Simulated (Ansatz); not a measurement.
2 structures of AlNi3: a ranking of polymorphs by energy, run with Ansatz's Python interface.

The script, `polymorphs_alni3.py`:
```python
"""Relative energies of AlNi3 phases, after relaxing atoms and volume at fixed cell shape."""

import warnings

import ansatz
import numpy as np
import spglib

PHASES = {
    "Pm-3m": (
        [(3.52305, 0.0, 0.0), (0.0, 3.52305, 0.0), (0.0, 0.0, 3.52305)],
        [
            ("Al", (0.0, 0.0, 0.0)),
            ("Ni", (0.0, 0.5, 0.5)),
            ("Ni", (0.5, 0.0, 0.5)),
            ("Ni", (0.5, 0.5, 0.0)),
        ],
    ),
    "Fm-3m": (
        [(0.0, 2.80189, 2.80189), (2.80189, 0.0, 2.80189), (2.80189, 2.80189, 0.0)],
        [
            ("Al", (0.5, 0.5, 0.5)),
            ("Ni", (0.25, 0.25, 0.25)),
            ("Ni", (0.0, 0.0, 0.0)),
            ("Ni", (0.75, 0.75, 0.75)),
        ],
    ),
}
MOMENTS = {"Ni": 1.5}  # parallel starting moments in muB


def build(vectors, sites):
    crystal = ansatz.Crystal(lattice=ansatz.Lattice.of(vectors))
    for symbol, position in sites:
        crystal = crystal.atom(symbol, position)
    return crystal


def ground_state(name, crystal):
    calc = (
        crystal.calculation()
        .functional(ansatz.Functional.PBESOL)
        .basis(460)
        .kpoints(spacing=0.3)  # sampling of the Brillouin zone
        .occupations("fermi_dirac", width=0.1)  # smearing steadies the SCF of a metal
        .spin("collinear")  # two spin channels
        .stress()  # GPa
        .band_table()  # levels at the mesh points
    )
    calc = calc.relax(force_tolerance=0.03, max_steps=60, fix_cell=["shape"])
    return calc.run(threads=1, backend="cpu")


def pressure_gpa(outcome):
    return float(np.trace(outcome.report["stress_gpa"]) / 3)


def space_group(outcome):
    sites = outcome.report["lattice"]["sites"]
    kinds = sorted({site["symbol"] for site in sites})
    cell = (outcome.lattice.cell_ang, [site["position_frac"] for site in sites], [kinds.index(site["symbol"]) for site in sites])
    return spglib.get_spacegroup(cell, symprec=0.01)


def volume_per_atom(outcome):
    return abs(np.linalg.det(outcome.lattice.cell_ang)) / len(outcome.lattice.sites)

warnings.simplefilter("ignore")

phases = {name: build(*cell) for name, cell in PHASES.items()}
for name in ["Pm-3m", "Fm-3m"]:
    phases[name] = phases[name].moments({e: m for e, m in MOMENTS.items() if e in phases[name].species()})

done = {}
for name, crystal in phases.items():
    try:
        done[name] = ground_state(name, crystal)
    except ansatz.NonConvergedError as error:
        print(name, "did not converge:", str(error)[:120])

energy = {name: o.report["energy_sigma0_ev"] / len(o.lattice.sites) for name, o in done.items()}
lowest = min(energy.values())
rows = [(name, len(o.lattice.sites), 1000 * (energy[name] - lowest), pressure_gpa(o), space_group(o), volume_per_atom(o), abs(o.report["magnetization_mub"]) / len(o.lattice.sites)) for name, o in done.items()]
rows.sort(key=lambda row: row[2])
print("     phase       atoms  dE (meV/atom)     P (GPa)  space group  V (A^3/atom)  M (muB/atom)")
for row in rows:
    print(f"{str(row[0]):>10}  {row[1]:10d}  {row[2]:13.1f}  {row[3]:10.2f}  {str(row[4]):>11}  {row[5]:12.3f}  {row[6]:12.2f}")
print("lowest in energy:", rows[0][0])
```

Which of these structures comes out lowest, and how far apart are they?

By space group at the end of each run: Pm-3m (+0 meV an atom, 10.9 Å³) and Fm-3m (+63 meV an atom, 11.0 Å³).

What the script printed:

Output of `python polymorphs_alni3.py`:
```text
     phase       atoms  dE (meV/atom)     P (GPa)  space group  V (A^3/atom)  M (muB/atom)
     Pm-3m           4            0.0       -0.00  Pm-3m (221)        10.899          0.00
     Fm-3m           4           62.9       -0.00  Fm-3m (225)        10.971          0.00
lowest in energy: Pm-3m
```

Reading the output:
- The SCF didn't keep the moments it started from (some shrank, vanished or turned); what is printed is the state reached.
- For the metals among these phases the mesh is modest: differences between phases can be off by up to 40 meV an atom.
- Atoms and volume are relaxed with the cell's shape held, which in cells of lower than cubic symmetry can hide stresses and shift volumes.
- Pressure is positive in compression.
- The cells come from databases of deposited and of computed structures, and not all need be stable phases.
- The ranking holds among these structures alone, at zero temperature; the ground state may be another structure. Magnetic phases start from parallel moments and may not end in their lowest magnetic state. Differences under about 40 meV an atom lie within the error of mesh and functional.
- The script silences warnings, which a real study should read.
- Finished in 57 s on 1 thread of Arm Neoverse V1 (shared host), peak memory 0.45 GiB.
